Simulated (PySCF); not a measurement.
# A diatomic session: ZnBi

What are the lowest state that PBE0 finds, the bond length, vibrational wavenumber and bond energy of ZnBi, and how much do these hang on the method?

The runs use PySCF 2.14.0; Zn cc-pVDZ-PP with ECP10, Bi cc-pVDZ-PP with ECP60, scalar-relativistic core potentials.

1 further run of the same task is left out (it didn't finish).

### 1 The job

Settings of the job:

```json
{
  "atoms": "Zn, Bi",
  "charge": "0",
  "basis": "Zn cc-pVDZ-PP with ECP10, Bi cc-pVDZ-PP with ECP60",
  "Hamiltonian": "scalar-relativistic core potentials",
  "basis functions": "61",
  "electrons treated": "43",
  "masses in u": "63.9291, 208.9804",
  "levels": "PBE0, PBE, r²SCAN, M06, TPSS, r²SCANh, HF, MP2, SCS-MP2",
  "grid": "80 radial by 434 angular points",
  "occupations": "held fixed by the projection of orbital angular momentum",
  "dissociation limit": "Zn + Bi, each in its ground configuration",
  "starting distance in angstrom": "2.650",
  "values of 2S to try": "1, 3"
}
```

Command:

```console
$ OMP_NUM_THREADS=1 python dia.py task.json out
```

The runs that follow: PBE0 along the bond; Higher solutions at PBE0; PBE (GGA); r²SCAN; M06 (hybrid meta-GGA); TPSS; r²SCANh (hybrid meta-GGA); ROHF.

Before running it: what results should come out? Wanted: for each run, Re; ωe; De; μ.

The runs gave:

Lowest PBE0 solution found, without spin–orbit coupling: ⁴Σ⁻ (quartet), unpaired electrons σ ↑, π ↑↑. State 2 has its PBE0 minimum 0.36 eV higher, as a spin-mixed determinant (⟨S²⟩ = 1.76), so this is no gap between pure states. State 3 has its PBE0 minimum 0.51 eV higher, as a spin-mixed determinant (⟨S²⟩ = 1.76), so this is no gap between pure states. The other levels ran on the lowest alone.

```tsv
level	Re (Å)	ωe (cm⁻¹)	De (eV)	μ (D)
PBE	2.911	100.0	0.320	0.24
TPSS	2.876	105.4	0.336	0.13
r²SCAN	2.846	111.5	0.364	0.18
r²SCANh	2.854	109.3	0.337	0.11
PBE0	2.903	98.2	0.260	0.07
M06	2.975	88.0	0.317	0.41
```

De is counted to Zn + Bi in their ground configurations. A positive dipole means Zn(−)Bi(+). No constants: ROHF (no minimum is bracketed among the points kept); ROHF-MP2 (no minimum is bracketed among the points kept); ROHF-SCS-MP2 (no minimum is bracketed among the points kept).

In words: Bond lengths run from 2.846 Å (r²SCAN) to 2.975 Å (M06). Among the levels with a De in the table, it runs from 0.260 eV (PBE0) to 0.364 eV (r²SCAN).

Correlated steps freeze 4 core orbitals. Spin–orbit coupling is left out, which matters for elements this heavy, above all for dissociation energies. With spin–orbit coupling the term label itself may not hold.
